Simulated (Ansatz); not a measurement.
**CH₅FSnZn: up Jacob's ladder to CCSD(T)**

How much do the methods differ for CH₅FSnZn? The plan is to run it at one geometry with functionals of several rungs and with coupled cluster. The yardstick is the atomisation energy at the CCSD(T) limit.

The runs use Ansatz 0.2.0, Gaussian basis; functionals in def2-TZVPP, the program's frozen cores in correlated methods.

Levels to be run: LDA (SPW92), PBE-D4, revPBE-D4, BLYP-D4, r2SCAN-D4, B97M-V, PBE0-D4, B3LYP-D4, r2SCANh-D4, r2SCAN0-D4, HSE06-D4, BHLYP-D4, CAM-B3LYP-D4, LC-ωPBE, ωB97X-V, ωB97M-V, B2PLYP, PBE-QIDH; CCSD(T)/def2-SVP; CCSD(T)/def2-TZVPP; MP2/def2-QZVPP; extrapolation to the limit; RPA on PBE.

## Step 1: The geometry

The geometry comes from an earlier relaxation with PBE0-D4 in a triple-zeta def2 set; it is a stationary point, not always the lowest conformer. Sn takes the def2 core potential; no spin-orbit term is included.

SMILES `[CH3][SnH2][Zn][F]`, 9 atoms, charge 0, spin multiplicity 1.

Atoms are counted from 1 here; the program's logs count them from 0.

Bond lengths: C1–Sn2 2.147 Å, C1–H5 1.090 Å, C1–H6 1.090 Å, C1–H7 1.090 Å, Sn2–Zn3 2.544 Å, Sn2–H8 1.712 Å, Sn2–H9 1.713 Å, Zn3–F4 1.767 Å. Angles: Sn2–C1–H5 109.3°, Sn2–C1–H6 110.1°, Sn2–C1–H7 110.1°, H5–C1–H6 109.1°, H5–C1–H7 109.1°, H6–C1–H7 109.1°, C1–Sn2–Zn3 112.3°, C1–Sn2–H8 108.7°, C1–Sn2–H9 108.7°, Zn3–Sn2–H8 109.9°, Zn3–Sn2–H9 109.8°, H8–Sn2–H9 107.2°, Sn2–Zn3–F4 179.4°.

## Step 2: LDA

This LDA is Slater exchange with PW92 correlation.

Contents of in.yaml:

```yaml
crystal:
  periodic: [false, false, false]
  atoms:
    - {symbol: C, position_ang: [0.295140, 1.525111, 0.198529]}
    - {symbol: Sn, position_ang: [0.314251, -0.451637, -0.638262]}
    - {symbol: Zn, position_ang: [-1.088378, -2.086981, 0.715013]}
    - {symbol: F, position_ang: [-2.066094, -3.210423, 1.666348]}
    - {symbol: H, position_ang: [0.910096, 2.181847, -0.416821]}
    - {symbol: H, position_ang: [0.695688, 1.506292, 1.211657]}
    - {symbol: H, position_ang: [-0.723714, 1.910424, 0.224241]}
    - {symbol: H, position_ang: [-0.271491, -0.373786, -2.245585]}
    - {symbol: H, position_ang: [1.934513, -1.000856, -0.715120]}
basis:
  gaussian: {orbitals: def2-TZVPP}
hamiltonian: {xc: lda}
output: {orbitals: {seedname: orbitals}}
```

On the command line:

```bash
ansatz run in.yaml --threads 4 --pin off --events-out ev --progress --plain --max-ram 10444MiB
```

Further steps of the session: PBE-D4 (GGA); revPBE-D4 (GGA); BLYP-D4 (GGA); r2SCAN-D4 (meta-GGA); B97M-V (meta-GGA); B3LYP-D4 (hybrid); r2SCANh-D4 (hybrid); r2SCAN0-D4 (hybrid); HSE06-D4 (hybrid); BHLYP-D4 (hybrid); CAM-B3LYP-D4 (range-separated); LC-ωPBE (range-separated); ωB97X-V (range-separated); ωB97M-V (range-separated); B2PLYP (double hybrid); PBE-QIDH (double hybrid); CCSD(T) in def2-SVP; CCSD(T) in def2-TZVPP; MP2 in def2-QZVPP; RPA on PBE orbitals.

Before running them: what should the planned runs give, taken together? Wanted: atomisation energy, CCSD(T)/CBS; farthest beyond LDA; mean size of error, GGA; mean size of error, meta-GGA; mean size of error, hybrid; mean size of error, range-separated; mean size of error, double hybrid; gap, smallest and largest; T1 diagnostic.

The runs gave:

| quantity | value |
| --- | --- |
| atomisation energy, CCSD(T)/CBS | 27.052 eV |
| functionals within 0.271 eV (1.0 %) | PBE-D4, r2SCAN-D4, B97M-V, CAM-B3LYP-D4, LC-ωPBE, ωB97X-V |
| farthest beyond LDA | BHLYP-D4 (-1.096 eV) |
| mean size of error, GGA | 0.552 eV |
| mean size of error, meta-GGA | 0.136 eV |
| mean size of error, hybrid | 0.565 eV |
| mean size of error, range-separated | 0.149 eV |
| mean size of error, double hybrid | 0.578 eV |
| gap, smallest and largest | 5.06 eV (BLYP-D4), 11.15 eV (LC-ωPBE) |
| T1 diagnostic | 0.0146 |
| triples share of the correlation energy | 3.0 % |

What this shows: LDA overbinds by 3.508 eV (13 %). PBE-D4 misses by -0.125 eV. Double hybrids carry the basis error of their MP2 part in triple zeta, and no dispersion term here, so their miss is partly the set-up's. The rungs meta-GGA, range-separated miss on average by less than the doubt on the reference (0.271 eV), so they tie. The reference freezes the cores and leaves out spin-orbit coupling and excitations past (T), and its outer-core shells are covered unevenly, so misses under about 0.271 eV can't be ranked. All levels share the lack of spin-orbit coupling, which lowers the free heavy atoms and so the true binding. Hartree-Fock recovers 72 % of the binding; the rest is correlation. CCSD(T) in def2-SVP is off by -1.939 eV, worse than the median functional, from the basis alone. The gap grows from 5.1 to 11.1 eV across the functionals, mostly with the share of exact exchange. For Zn the d shell is correlated and the shells below it are frozen. Correlated methods include outer-core shells of Sn, which these sets cover unevenly.
